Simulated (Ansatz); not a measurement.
**Cobalt, simple cubic under r²SCAN: ground state and equation of state**

The plan for cobalt in the simple cubic structure: relax it, solve it on a dense k-mesh, switch on spin-orbit coupling, then scale the cell to 7 volumes from 88 to 112 % of the relaxed one and try a fit of the equation of state. The k-meshes are 14×14×14 for the relaxation; 23×23×23 for the dense run; 14×14×14 for spin-orbit coupling; 16×16×16 for the volumes.

This is Co in the simple cubic structure; at room conditions it is hcp.

Program: Ansatz 0.2.0. Level of theory: DFT r2SCAN, plane waves (500 eV) with PAW, scalar-relativistic; PAW files made under PBE, frozen cores solved again for the functional. These are calculated values, not measurements.

### Step 1. The system as given

The structure is cubic, space group Pm-3m (No. 221). The conventional cell has a = 2.287 Å, b = 2.287 Å, c = 2.287 Å, α = 90.00°, β = 90.00°, γ = 90.00°. Around Co (site symmetry m-3m) lie 6 Co at 2.29 Å.

Coordinates:

```
CELL_PARAMETERS angstrom
2.28685 0.00000 0.00000
0.00000 2.28685 0.00000
0.00000 0.00000 2.28685
ATOMIC_POSITIONS crystal
Co 0.00000 0.00000 0.00000
```

### Step 2. Relaxation of the cell

input.yaml

```yaml
crystal:
  lattice:
    - [2.286848805, 0.0, 0.0]
    - [0.0, 2.286848805, 0.0]
    - [0.0, 0.0, 2.286848805]
  atoms:
    - { symbol: Co, position: [0.0, 0.0, 0.0] }
hamiltonian:
  xc: r2scan
  pseudopotentials:
    kind: paw
    azcp:
      Co: "pseudopotentials/Co.paw.azcp"
basis:
  ecutwfc: 500
  fft_grid_basis: typed
kpoints:
  mp_grid: { grid: [14, 14, 14], shift: [0, 0, 0] }
magnetization:
  spin_polarized: false
scf:
  occupations: { method: fermi_dirac, width: 0.1 }
relax:
  max_steps: 60
  f_tol: 0.01
  cell: {}
output:
  write_density: true
  write_potential: true
  elf: true
  volumetric_format: npy
```

On the command line:

```console
ansatz run input.yaml --threads 1 --pin off --max-ram 3584MiB --backend cpu --events-out ev --progress --plain --runs-dir out
```

Further steps of the session: The energy on a finer k-mesh; A two-component run at the same geometry; Volume × 0.88; Volume × 0.92; Volume × 0.96; Volume × 1.0; Volume × 1.04; Volume × 1.08; Volume × 1.12.

Before running it: what results should come out? Wanted: space group; conventional cell; volume; shortest distance; gap on the mesh; relative to hcp, ferromagnetic; V₀, B₀, B₀′.

**Answer**, as computed:

| quantity | value |
| --- | --- |
| space group (spins left aside) | Pm-3m (No. 221) |
| conventional cell | a = 2.252 Å |
| volume | 11.424 Å³/atom |
| shortest distance | 2.252 Å |
| gap on the mesh | none (levels filled in part) |
| relative to hcp, ferromagnetic | +1407 meV/atom |
| V₀, B₀, B₀′ | 11.385 Å³/atom, 208 GPa, 4.6 |

What this shows: From the guessed start the volume shrank by 4.5 % in 7 steps. It lies 1407 meV/atom above the element's reference form at the same level (hcp, ferromagnetic, from a run of its own); part of this is magnetic energy, as this run has no moments. Levels at the Fermi energy are filled in part, as in a metal. The total energy of the spin-orbit run lies +1.4 eV/atom from the scalar one, but the two kinds of run don't share a zero of energy: only differences within one kind count. The fitted modulus is 208 GPa. The symmetry was held, so the structure may be unstable against distortions that break it.
